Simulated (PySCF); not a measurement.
Write a Python script for PySCF 2.14.0 that does the following.

* Task: atomic charges
* Functional: BP86
* Dispersion: D4
* Potentials or basis: def2-svp (all-electron)
* k mesh: 1 × 1 × 1
* Occupations: fixed
* Spin: no spin polarisation
* Exponents discarded below (exp_to_discard): 0 1/bohr^2
* Three-body dispersion term: yes
* conv_tol: 1e-07 Ha
* max_cycle: 60
* Relativity: none
* Coulomb method: Gaussian density fitting (GDF)
* Grid for exchange and correlation: Becke, atom-centred
* Three-centre integrals: read from an earlier run's file

The structure of Cl3Ga lies in GaCl3.cif:

```cif
data_GaCl3
_cell_length_a 11.00000000
_cell_length_b 13.00000000
_cell_length_c 13.00000000
_cell_angle_alpha 90.00000000
_cell_angle_beta 90.00000000
_cell_angle_gamma 90.00000000
_space_group_name_H-M_alt 'P1'
_space_group_name_Hall 'P 1'
_space_group_IT_number 1
loop_
_space_group_symop_operation_xyz
'x,y,z'
loop_
_atom_site_label
_atom_site_type_symbol
_atom_site_symmetry_multiplicity
_atom_site_Wyckoff_symbol
_atom_site_fract_x
_atom_site_fract_y
_atom_site_fract_z
_atom_site_occupancy
Cl1 Cl 1 a 0.5732300000 0.5491940000 0.6185450000 1
Ga1 Ga 1 a 0.4946750000 0.5151740000 0.4762370000 1
Cl2 Cl 1 a 0.4837320000 0.3658150000 0.4200740000 1
Cl3 Cl 1 a 0.4321970000 0.6390570000 0.3869680000 1
```

The cell isn't the ideal one: atoms moved at random, drawn with an rms of 0.05 Å.

One way to write it, as run:

run.py

```python
import json
import numpy as np
from pyscf.pbc import gto, scf, dft, df

cell = gto.Cell()
cell.basis = 'def2-svp'
cell.fromfile('GaCl3.cif')
cell.exp_to_discard = 0
cell.precision = 1e-08
cell.max_memory = 2520  # MB
cell.verbose = 4
cell.build()

res = {}
from pyscf.dispersion import dftd4
d = dftd4.DFTD4Dispersion(cell, xc='bp86', atm=True).get_dispersion(grad=True)
print('dispersion energy = %.10f' % d['energy'])
res['e_disp'] = float(d['energy'])

kpts = cell.make_kpts([1, 1, 1])
mf = dft.KRKS(cell, kpts, xc='bp86')
mf = mf.density_fit()
mf.with_df._cderi = 'cderi.h5'  # three-centre integrals saved by an earlier run on this cell, basis and mesh
mf.conv_tol = 1e-07
mf.max_cycle = 60

mf.kernel()
res.update(converged=bool(mf.converged), e_tot=mf.e_tot, nelec=cell.nelectron, nao=cell.nao, mesh=list(map(int, cell.mesh)), a=cell.lattice_vectors().tolist(), coords=cell.atom_coords().tolist(),
           mo_energy=[np.real(x).tolist() for x in mf.mo_energy], mo_occ=[np.real(x).tolist() for x in mf.mo_occ])
res.update(kpts=cell.get_scaled_kpts(kpts).tolist())
res['parts'] = {k: float(np.real(v)) for k, v in mf.scf_summary.items() if np.isscalar(v)}
json.dump(res, open('results.json', 'w'))
if not mf.converged:
    raise SystemExit('SCF not converged')

print('levels (eV)')
for i, kp in enumerate(res['kpts'][:40]):
    print('k %7.4f %7.4f %7.4f  ' % tuple(kp), ' '.join('%.3f' % (x * 27.211386) for x in res['mo_energy'][i][:46]))

# Mulliken populations
dm, s = np.asarray(mf.make_rdm1()), np.asarray(mf.get_ovlp())
sites = cell.aoslice_by_atom()[:, 2:]
tot = np.einsum('kij,kji->i', dm, s).real / len(kpts)
res['mulliken'] = [cell.atom_charge(i) - tot[a0:a1].sum() for i, (a0, a1) in enumerate(sites)]
print('Mulliken charges', np.round(res['mulliken'], 5))
res['meta_lowdin'] = mf.mulliken_meta()[1].tolist()
res['done'] = True
json.dump(res, open('results.json', 'w'))
```

Potentials or basis: def2-svp (all-electron).

Run with:

```console
$ OMP_NUM_THREADS=2 python -u run.py > log
```

Results of the run:

| Item | Value |
| --- | --- |
| Gap between the frontier levels | 5.28 eV |
| Meta-löwdin charges | Cl -0.18, -0.17; Ga +0.53 e |
| Dispersion energy per atom | -0.056 eV |

Caveat: this is a molecule in a periodic box at the Γ point, so its band gap is the HOMO-LUMO gap; the energy listed adds the dispersion energy to the SCF energy of the log; population charges move with the basis; relativity is left out, which matters for the heavier elements; the basis of atomic orbitals isn't converged, which shifts pressures, moduli and gaps.

Run time: 20 s on 2 threads of Intel(R) Xeon(R) Processor @ 2.70GHz, on a shared host, peak memory 1.9 GiB.
